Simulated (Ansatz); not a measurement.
**ZnRe (P-6m2): comparison of functionals at one structure, by script**

A script is to give a comparison of functionals at one structure; the system is ZnRe (P-6m2).

All numbers are computed with Ansatz 0.2.0, driven from Python. The levels of theory stand in the script.

## Step 1: The system

Symmetry: P-6m2, No. 187, hexagonal system. Conventional cell: a = 2.748 Å, b = 2.748 Å, c = 4.494 Å, α = 90.00°, β = 90.00°, γ = 120.00°. Zn (site symmetry -6m2) has 6 Zn at 2.75 Å and 6 Re at 2.75 Å as nearest neighbours. Re (site symmetry -6m2) is surrounded by 6 Re at 2.75 Å and 6 Zn at 2.75 Å.

No structure file is read: the coordinates are typed or built in the script.

## Step 2: The code

znre_xc.py reads:

```python
# -*- coding: utf-8 -*-
"""Functional comparison for ZnRe (totals differ with the potentials too)."""

import ansatz as az
from tabulate import tabulate

MESH = (12, 12, 7)
SMEARING_WIDTH = 0.1


def main():
    lattice = az.Lattice.of(
        (2.748218, 0.0, 0.0),
        (-1.374109, 2.380027, 0.0),
        (0.0, 0.0, 4.494066),
    )
    sites = [
        ("Zn", (0.0, 0.0, 0.0)),
        ("Re", (1 / 3, 2 / 3, 0.5)),
    ]
    structure = az.Crystal(lattice=lattice)
    for symbol, position in sites:
        structure = structure.atom(symbol, position)

    setup = (
        structure.calculation()
        .pseudopotentials("paw")
        .basis(21 * az.Ha)
        .kpoints(*MESH)  # sampling of the Brillouin zone
        .occupations(az.OccupationsMethod.COLD, width=SMEARING_WIDTH)  # smearing steadies the SCF of a metal
        .stress()  # GPa
    )

    rows = []
    for value in ["blyp", "r2scan", "rpbe", "lda", "pbesol"]:
        summary = setup.functional(value).run(threads=1).report
        rows.append((value, summary["free_energy_ev"] / len(summary["lattice"]["sites"]), summary["n_iterations"], sum(summary["stress_gpa"][i][i] for i in range(3)) / 3, summary["n_kpoints"]))

    print(tabulate(rows, headers=["functional", "F/atom (eV)", "iterations", "P (GPa)", "k-points"], floatfmt=".4f", tablefmt="github"))


if __name__ == "__main__":
    main()
```

## Step 3: The calls as engine input

The package turns the script's settings into the engine's input (first run):

```yaml
crystal:
  lattice:
    - [2.748218, 0.0, 0.0]
    - [-1.374109, 2.380027, 0.0]
    - [0.0, 0.0, 4.494066]
  atoms:
    - { symbol: Zn, position: [0.0, 0.0, 0.0] }
    - { symbol: Re, position: [0.3333333333333333, 0.6666666666666666, 0.5] }
basis:
  ecutwfc: 571.4391111657479
kpoints:
  mp_grid:
    grid: [12, 12, 7]
hamiltonian:
  xc: blyp
  pseudopotentials:
    kind: paw
scf:
  occupations:
    method: cold
    width: 0.1
output:
  stress: true
```

## Step 4: Launch

On the command line:

```
$ python znre_xc.py
```

What it wrote:

```text
| functional   |   F/atom (eV) |   iterations |   P (GPa) |   k-points |
|--------------|---------------|--------------|-----------|------------|
| blyp         |    -7110.2384 |            7 |    7.8875 |         76 |
| r2scan       |    -7103.0321 |            8 |   -6.7920 |         76 |
| rpbe         |    -7102.4854 |            6 |    2.1408 |         76 |
| lda          |    -6926.6796 |            6 |  -14.2901 |         76 |
| pbesol       |    -7008.8250 |            6 |   -9.3585 |         76 |
```

Wall time 36 s (1 thread of Arm Neoverse V1, shared host); peak memory 0.53 GiB.

## Step 5: What changed from run to run

The engine's inputs for some of the other runs:

Run 2, against run 1:

```diff
@@ -15 +15 @@
-  xc: blyp
+  xc: r2scan
```

Run 3, against run 1:

```diff
@@ -15 +15 @@
-  xc: blyp
+  xc: rpbe
```

Run 4, against run 1:

```diff
@@ -15 +15 @@
-  xc: blyp
+  xc: lda
```

## Step 6: Run by run

The 5 runs, in the order started:

```csv
run,functional,energy (eV/atom),pressure (GPa),SCF cycles,CPU time (s)
1,blyp,-7110.2384,7.89,7,6.2
2,r2scan,-7103.0321,-6.79,8,12
3,rpbe,-7102.4854,2.14,6,5.5
4,lda,-6926.6796,-14.29,6,5.7
5,pbesol,-7008.8250,-9.36,6,5.9
```

Energies are free energies F = E - TS of the smeared occupations. Totals under unlike functionals or potentials can't be compared directly.

## Step 7: Summary of results

| quantity | value |
| --- | --- |
| runs compared | 5 |
| pressure at this cell | -14.3 (lda) to 7.9 GPa (blyp) |

In words: From lowest to highest: LDA (-14.3 GPa), PBEsol (-9.4 GPa), r2SCAN (-6.8 GPa), RPBE (2.1 GPa) and BLYP (7.9 GPa). At a fixed cell a lower pressure usually means a smaller equilibrium volume, so LDA prefers the smallest cell and BLYP the largest. Caveats:
- Pressure is positive in compression.
- Spin-orbit coupling, which matters for elements this heavy, is left out.
- The structure comes from a database of computed cells and needn't be a stable or known phase.
- Total energies of different functionals can't be compared; pressures, moments and gaps at this one structure can.
